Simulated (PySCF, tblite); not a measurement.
# C6H10P2: infrared bands and NMR shifts

What infrared bands and NMR shifts should C6H10P2 (`C=C(C)/P=P\C=C\C`) show?

The runs use tblite 0.8.0 and PySCF 2.14.0, with density-fitted response routines of our own; the level of theory stands in each step. All values are computed, except where a source is named. Atoms are numbered from 0 throughout.

## 1. The molecule as given

18 atoms, charge 0, multiplicity 1; geometry from: GFN2-xTB.

Bonds of the start (Å): C0–C1 1.33, C1–C2 1.50, C1–P3 1.84, P3–P4 2.04, P4–C5 1.82, C5–C6 1.33, C6–C7 1.49, C0–H8 1.08, C0–H9 1.08, C2–H10 1.09, C2–H11 1.09, C2–H12 1.09, C5–H13 1.08, C6–H14 1.08, C7–H15 1.09, C7–H16 1.09, C7–H17 1.09.

## 2. Vibrational analysis with GFN2-xTB

Job settings and geometry (Å):

```
{"job": {"kind": "ir", "xc": "GFN2-xTB", "basis": "xTB"}, "charge": 0, "multiplicity": 1}
C     -1.358428     0.814390    -1.777778
C     -1.649020     0.505586    -0.522431
C     -2.045035    -0.867100    -0.076098
P     -1.710958     1.788213     0.795006
P      0.236468     2.187813     1.251774
C      1.221934     1.131924     0.144657
C      1.488303    -0.148534     0.363396
C      2.333985    -0.996555    -0.523644
H     -1.367476     0.072592    -2.561252
H     -1.095881     1.817777    -2.072255
H     -2.055200    -1.561403    -0.913768
H     -3.036689    -0.840736     0.375956
H     -1.347635    -1.232327     0.678143
H      1.663722     1.645040    -0.702190
H      1.072614    -0.646315     1.231371
H      3.167744    -1.415342     0.039571
H      1.748149    -1.829406    -0.913444
H      2.724644    -0.419300    -1.358190
```

**Question.** This job is followed by: GIAO PBE0/pcSseg-1 NMR shielding, non-relativistic, gas phase. What will the session give for the following? strongest single infrared mode (GFN2-xTB); zero-point energy (GFN2-xTB); 13C shifts against TMS (PBE0/pcSseg-1); 1H shifts against TMS (PBE0/pcSseg-1, means over atoms taken as alike); 31P shifts against H3PO4 (PBE0/pcSseg-1).

As calculated:

```
                                                              quantity                                       value
                             strongest single infrared mode (GFN2-xTB)                        3046 cm⁻¹, 64 km/mol
                                          zero-point energy (GFN2-xTB)                               87.8 kcal/mol
                                13C shifts against TMS (PBE0/pcSseg-1)  165.6, 146.7, 138.7, 125.0, 30.0, 25.2 ppm
1H shifts against TMS (PBE0/pcSseg-1, means over atoms taken as alike)      6.57, 5.78, 5.60, 4.83, 2.04, 1.92 ppm
                              31P shifts against H3PO4 (PBE0/pcSseg-1)                            625.6, 598.7 ppm
```

**Reading.** The lowest mode is imaginary (44i cm⁻¹), so the xTB geometry is not a minimum. The strongest single mode, at 3046 cm⁻¹, moves mainly H17 and H14. Unscaled tight-binding wavenumbers are off by several per cent, some by more. Its intensities can rank the bands wrongly.
